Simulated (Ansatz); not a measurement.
# C₂H₇BSi: how energies converge with the basis set

The task here is to estimate one member of a computed series from the others.

Computed with Ansatz 0.2.0, Gaussian basis. Level: one geometry, several basis sets.

Levels to be run: PBE0-D4/def2-SVP; ωB97M-V/def2-SVP; PBE0-D4/def2-QZVPP; ωB97M-V/def2-QZVPP; the functionals' def2-TZVPP values are taken from earlier runs.

## Structure used throughout

The geometry comes from an earlier relaxation with PBE0-D4 in a triple-zeta def2 set; it is a stationary point, not always the lowest conformer.

11 atoms, charge 0, spin multiplicity 1.

Atoms are counted from 1 here; the program's logs count them from 0.

Bond lengths: B1–C2 1.497 Å, B1–H5 1.197 Å, B1–H6 1.202 Å, C2–C3 1.515 Å, C2–Si4 1.928 Å, C2–H7 1.089 Å, C3–Si4 1.848 Å, C3–H8 1.084 Å, C3–H9 1.086 Å, Si4–H10 1.475 Å, Si4–H11 1.472 Å. Angles: C2–B1–H5 120.1°, C2–B1–H6 120.0°, H5–B1–H6 119.9°, B1–C2–C3 124.2°, B1–C2–Si4 91.2°, B1–C2–H7 120.0°, C3–C2–Si4 63.6°, C3–C2–H7 115.4°, Si4–C2–H7 109.8°, C2–C3–Si4 69.2°, C2–C3–H8 116.5°, C2–C3–H9 115.7°, Si4–C3–H8 119.4°, Si4–C3–H9 115.6°, H8–C3–H9 113.6°, C2–Si4–C3 47.3°, C2–Si4–H10 114.3°, C2–Si4–H11 122.9° and more.

As a file:

```xyz
11
charge 0, multiplicity 1
B    -0.92127    1.09317   -0.54770
C     0.21716    0.72862    0.35273
C     0.26055   -0.52259    1.20645
Si    0.47526   -0.93866   -0.58113
H    -0.80817    2.00048   -1.31993
H    -1.94459    0.46296   -0.50939
H     1.13764    1.31015    0.32976
H     1.10467   -0.61944    1.88009
H    -0.68444   -0.82482    1.64844
H     1.83329   -1.12661   -1.12572
H    -0.60470   -1.62026   -1.31310
```

The first run:

Input file in.yaml:

```yaml
crystal:
  periodic: [false, false, false]
  atoms:
    - {symbol: B, position_ang: [-0.921270, 1.093167, -0.547696]}
    - {symbol: C, position_ang: [0.217164, 0.728624, 0.352726]}
    - {symbol: C, position_ang: [0.260553, -0.522586, 1.206449]}
    - {symbol: Si, position_ang: [0.475257, -0.938664, -0.581127]}
    - {symbol: H, position_ang: [-0.808170, 2.000482, -1.319929]}
    - {symbol: H, position_ang: [-1.944586, 0.462961, -0.509391]}
    - {symbol: H, position_ang: [1.137638, 1.310146, 0.329762]}
    - {symbol: H, position_ang: [1.104666, -0.619437, 1.880092]}
    - {symbol: H, position_ang: [-0.684436, -0.824824, 1.648435]}
    - {symbol: H, position_ang: [1.833287, -1.126612, -1.125724]}
    - {symbol: H, position_ang: [-0.604704, -1.620258, -1.313098]}
basis:
  gaussian: {orbitals: def2-SVP}
hamiltonian: {xc: pbe0, dispersion: d4}
output: {orbitals: {seedname: orbitals}}
```

Run with:

```
$ ansatz run in.yaml --threads 2 --pin off --events-out ev --progress --plain --max-ram 4352MiB
```

Steps of the session up to this table: PBE0-D4 in def2-SVP; ωB97M-V in def2-SVP; PBE0-D4 in def2-QZVPP; ωB97M-V in def2-QZVPP.

One table of the session follows, with a row left open; its other results are not shown here.

It belongs to the step «Density functionals: the series». 

| functional | basis | HOMO (eV) | LUMO (eV) |
| --- | --- | --- | --- |
| PBE0-D4 | def2-SVP | -7.25 | -0.08 |
| PBE0-D4 | def2-TZVPP | -7.23 | -0.25 |
| PBE0-D4 | def2-QZVPP | -7.23 | -0.35 |
| ωB97M-V | def2-SVP | -9.30 | 1.90 |
| ωB97M-V | def2-TZVPP | -9.30 | 1.43 |
| ωB97M-V | def2-QZVPP | ? | ? |

Estimate the missing values for ωB97M-V, def2-QZVPP.

The run gave: HOMO (eV): -9.30; LUMO (eV): 1.07.
